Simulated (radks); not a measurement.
# Rb³⁺ in [Ar] 3d10 4s2 4p4: an all-electron calculation

An exercise on one series of results from a longer session: the logs are not shown, and one member is left open.

Method: scalar-relativistic Kohn-Sham, PBEsol, spin-polarised, spherical densities, point nucleus; open shells are filled with parallel spins first. Code: radks (a radial shooting solver on a logarithmic mesh, Libxc functionals) version 1.

## The system

- element: rubidium (Z = 37)
- charge: +3
- electrons: 34
- configuration: [Ar] 3d10 4s2 4p4

Outer shells as boxes (Hund's rule):

Rb³⁺
```
[Ar] core
3d [↑↓][↑↓][↑↓][↑↓][↑↓]
4s [↑↓]
4p [↑↓][↑ ][↑ ]
```

Set-up of the first run:

Settings of this run:

```text
Z 37
configuration [Ar] 3d10 4s2 4p4
relativity scalar-relativistic
functional pbe_sol,pbe_sol
spin polarised
nucleus point
c 137.035999084
```

Steps of the session up to this table: Self-consistent calculation.

One of the session's tables, all rows but one given; the rest of the session is left out.

It belongs to the step «Radial structure». Sizes of the orbitals, from the radial functions (bohr):

| level | <r> | outermost maximum (interpolated) | 90 % within | nodes |
| --- | --- | --- | --- | --- |
| 1s up | 0.04031 | 0.0263 | 0.0721 | 0 |
| 1s down | 0.04031 | 0.0263 | 0.0721 | 0 |
| 2s up | 0.1779 | 0.150 | 0.275 | 1 |
| 2s down | 0.1779 | 0.150 | 0.275 | 1 |
| 2p up | 0.1551 | 0.120 | 0.253 | 0 |
| 2p down | 0.1551 | 0.120 | 0.253 | 0 |
| 3s up | 0.5108 | 0.451 | 0.759 | 2 |
| 3s down | 0.5106 | 0.451 | 0.758 | 2 |
| 3p up | 0.5188 | 0.446 | 0.789 | 1 |
| 3p down | 0.5184 | 0.446 | 0.789 | 1 |
| 3d up | 0.5246 | 0.393 | 0.854 | 0 |
| 3d down | ? | ? | ? | ? |
| 4s up | 1.390 | 1.24 | 2.02 | 3 |
| 4s down | 1.391 | 1.23 | 2.03 | 3 |
| 4p up | 1.566 | 1.37 | 2.31 | 2 |
| 4p down | 1.576 | 1.37 | 2.33 | 2 |

Q: Estimate the row for 3d down from the others.

As computed: <r>: 0.5233; outermost maximum (interpolated): 0.393; 90 % within: 0.851; nodes: 0. In the column «<r>» it lies between 3p up (0.5188) and 3d up (0.5246).

Caveats from the session: Open shells are spherical and high-spin; term and fine-structure splittings are not resolved.
